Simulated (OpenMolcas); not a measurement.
**Pr⁴⁺ with 6 ligands (chloride): CASSCF and CASPT2 levels and susceptibility**

Aim: the ligand-field states of Pr⁴⁺ in this surrounding, its lowest levels with spin-orbit coupling and its magnetic susceptibility.

Program: OpenMolcas 26.06. Level of theory: state-averaged CASSCF and CASPT2, spin-orbit coupling by RASSI with atomic mean-field integrals. These are calculated values, not measurements, unless marked.

### Step 1. The system

* Species: Pr⁴⁺ (praseodymium, Z = 59, 55 electrons)
* Basis: ANO-RCC-VDZP [7s6p4d2f1g], 194 functions with the ligands
* Scalar Hamiltonian: DKH2, point nucleus
* Inactive shells: 1s 2s 2p 3s 3p 3d 4s 4p 4d 5s 5p of the metal, and all ligand shells
* Active space: 1 electron in 7 orbitals (4f)
* Some configurations of this space: 4f
* Orbitals: optimised for the highest spin of each parity, averaged over all roots

The outer shells:

4f
```
4f [↑ ][  ][  ][  ][  ][  ][  ]
```

Pr⁴⁺ is taken with 6 ligands (chloride, bromide on the axis) in tetragonal octahedron coordination (D4h) at 2.61 Å, the axial distance 2.759 Å. A charge of +0.333 e stands 2.8 Å behind each ligand. Ligand basis ANO-RCC-VDZP. The distances are assumed, not relaxed.

```xyz
7

Pr    0.0000    0.0000    0.0000
Cl    2.6100    0.0000    0.0000
Cl    0.0000    2.6100    0.0000
Cl   -2.6100    0.0000    0.0000
Cl    0.0000   -2.6100    0.0000
Br    0.0000    0.0000    2.7588
Br    0.0000    0.0000   -2.7588
```

The work runs as a chain of OpenMolcas steps in one folder; each step below is one input file. Labels, J, g values, rates, χT and fits are worked out afterwards by a script from the matrices that RASSI stores. The input lists half of the charges; inversion (Group=XYZ) makes the rest.

### Step 2. One- and two-electron integrals

Input file a.inp:

```
&GATEWAY
Coord
7

Pr 0.0 0.0 0.0
Cl 2.610000 0.000000 0.000000
Cl 0.000000 2.610000 0.000000
Cl -2.610000 0.000000 0.000000
Cl 0.000000 -2.610000 0.000000
Br 0.000000 0.000000 2.758770
Br 0.000000 0.000000 -2.758770
Basis=Pr.ANO-RCC-VDZP,Br.ANO-RCC-VDZP,Cl.ANO-RCC-VDZP
Group=XYZ
NoMove
AngMom=0.0 0.0 0.0
AMFI
RICD
XField
3 Angstrom 0
5.410000 0.000000 0.000000 0.333333
0.000000 5.410000 0.000000 0.333333
0.000000 0.000000 5.558770 0.333333
&SEWARD
```

Started as:

```sh
$ OMP_NUM_THREADS=1 MOLCAS_MEM=2457 MOLCAS_PROJECT=a pymolcas a.inp > a.log
```

### Step 3. CASSCF: doublets of odd parity, 7 roots

Input file a.inp:

```
&RASSCF
FileOrb=start.orb
Symmetry=2
Spin=2
nActEl=1 0 0
Inactive=51 48
Ras2=0 7
CIRoot=7 7 1
SDav=7
CIMx=300
Iter=150 100
PrWF=0.3
OrbListing=Nothing
MaxOrb=0
LevShft=1.0
>>> COPY $Project.JobIph JOB001
```

start.orb holds start orbitals that the driver prepared beforehand, or those of the step before.

### Step 4. RASSI: spin-orbit coupling between the states

Input file a.inp:

```
&RASSI
NrOfJobIphs=1 7
1 2 3 4 5 6 7
IphNames
JOB001
EJob
SpinOrbit
DIPRint=1.0
SOCoupling=1000.0
Subsets=2
Property=9
'ANGMOM' 1 'ANGMOM' 2 'ANGMOM' 3 'MLTPL  1' 1 'MLTPL  1' 2 'MLTPL  1' 3
'AMFI' 1 'AMFI' 2 'AMFI' 3
SOProperty=3
'ANGMOM' 1 'ANGMOM' 2 'ANGMOM' 3
```

### Step 5. CASPT2: IPEA 0.25, imaginary shift 0.1 (closed shells correlated: 5s 5p of the metal, with ligand shells; the Frozen line counts the rest)

Input file a.inp:

```
>>> COPY JOB001 $Project.JobIph
&CASPT2
Multistate=7 1 2 3 4 5 6 7
NoMult
Frozen=38 33
IPEA=0.25
Imaginary=0.1
MaxIter=60
WThr=0.0 0.3 0.05
PrWF=0.5
NoMix
```

(Steps that only read results are left out.)

**Question.** What will these runs give? Wanted: spin-free ground state; first state of the same spin within the active space; lowest level; next level.

As calculated:

| quantity | value |
| --- | --- |
| method | SS-CASPT2, IPEA 0.25, imaginary shift 0.1 (closed shells correlated: 5s 5p of the metal, with ligand shells; the Frozen line counts the rest) |
| spin-free ground state | 2B1, 1-fold in its orbital part |
| first state of the same spin within the active space | 2E at 578 cm⁻¹ |
| lowest level | 2-fold E3/2, g = 1.12, 1.28, 1.28 |
| next level | 1018.0 cm⁻¹ |
| χT at 300 K | 0.37 cm³ K/mol |
| effective moment at 300 K | 1.72 μB |

Cost by method:

| method | time of its own steps | time with the reference |
| --- | --- | --- |
| A. CASSCF | 40 s | 40 s |
| B. SS-CASPT2, IPEA 0.25, imaginary shift 0.1, +5s 5p | 43 s | 83 s |

Times are of one thread on a shared host.

**Reading.** The spin-free ground state (2B1) comes to 100 % from free-ion F terms and keeps the highest spin of the shell. The bonds are covalent and no ligand orbital is active, so the numbers are rough.
